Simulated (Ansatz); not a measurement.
What does this script print? It uses Ansatz 0.2.0 through its Python package.

Input file `h4no2si.xyz`:
```text
8

N    -0.12770    1.25590   -0.26550
Si    0.56990   -0.28290    0.09690
O     1.67100   -0.08610    1.36060
O    -0.56720   -1.38450    0.57040
H    -0.87190    1.12440   -1.05350
H    -0.71550    1.60370    0.56860
H     1.29380   -0.78610   -1.09140
H    -1.16020   -1.50150   -0.24180
```

`opt_h4no2si.py`
```python
"""Geometry optimisation of H4NO2Si."""

import itertools

import ansatz as az
from ase.data import atomic_numbers, covalent_radii
import numpy as np

config = {
    "basis_set": "6-31G*",
    "xc": "r2scan",
    "dispersion": "d4",
}

molecule = az.Crystal.molecule_from_extxyz("h4no2si.xyz")

model = (
    molecule.calculation()
    .basis(gaussian=config["basis_set"])
    .functional(config["xc"], dispersion=config["dispersion"])
    .spin("collinear", total=1)
)
symbols = [site.symbol for site in molecule.cartesian_sites]
start = np.array([site.position_ang for site in molecule.cartesian_sites], dtype=float)
data = model.relax(force_tolerance=0.02, max_steps=100).run(threads=1).report
end = np.array(data["positions_ang"])

print(f"E = {data['free_energy_ev']:.6f} eV = {data['free_energy_ev'] / 27.211386246:.7f} Ha")
print("converged:", data["converged"], " doubts:", data["published_state_doubts"] or "none")

# pairs closer than 1.2 times the sum of covalent radii, before or after
radius = [covalent_radii[atomic_numbers[s]] for s in symbols]
span = lambda where, i, j: np.linalg.norm(where[i] - where[j])
bonded = [(i, j) for i, j in itertools.combinations(range(len(symbols)), 2) if min(span(start, i, j), span(end, i, j)) < 1.2 * (radius[i] + radius[j])]
print("pair        before    after (A)")
for i, j in bonded:
    print(f"{symbols[i]}{i}-{symbols[j]}{j}".ljust(10), f"{span(start, i, j):8.4f} {span(end, i, j):8.4f}")

charges = data["charge_distribution"]
print("dipole moment", round(4.803205 * float(np.linalg.norm(charges["dipole_moment_e_ang"])), 3), "D")
print("Mulliken:", [(s, round(q, 3)) for s, q in zip(symbols, charges["mulliken_charges_e"])])
with open("h4no2si_opt.xyz", "w") as handle:
    handle.write(f"{len(symbols)}\nrelaxed H4NO2Si\n")
    handle.writelines(f"{s:2s} {x:11.6f} {y:11.6f} {z:11.6f}\n" for s, (x, y, z) in zip(symbols, end))
```

```console
$ python opt_h4no2si.py
E = -13523.556292 eV = -496.9815271 Ha
converged: True  doubts: none
pair        before    after (A)
N0-Si1       1.7280   1.7583
N0-H4        1.0918   1.0169
N0-H5        1.0781   1.0169
Si1-O2       1.6876   1.6262
Si1-O3       1.6525   1.6489
Si1-H6       1.4796   1.4781
O3-H7        1.0124   0.9679
dipole moment 2.451 D
Mulliken: [('N', -0.833), ('Si', 0.922), ('O', -0.453), ('O', -0.702), ('H', 0.371), ('H', 0.371), ('H', -0.114), ('H', 0.439)]
```

File `h4no2si_opt.xyz` afterwards:
```text
8
relaxed H4NO2Si
N    -0.399390    1.109912   -0.383886
Si    0.442523   -0.405555   -0.090395
O     1.143448    0.074185    1.296370
O    -0.546503   -1.718279    0.042304
H     0.087380    1.828639   -0.913591
H    -0.916120    1.531541    0.383753
H     1.272814   -0.661239   -1.286280
H    -0.991951   -1.816303    0.896026
```

Notes:
- Total energies depend on the basis set; only differences at equal settings carry meaning.
- The end point is the stationary point reached from this start; no frequency run checks that it is a minimum, and the basis set is modest.
- The run takes the species as open-shell (spin multiplicity 2), which needn't be its ground state.
- Hardware and time: 5 min on 1 thread of Arm Neoverse V1, on a shared host, peak memory 0.26 GiB.
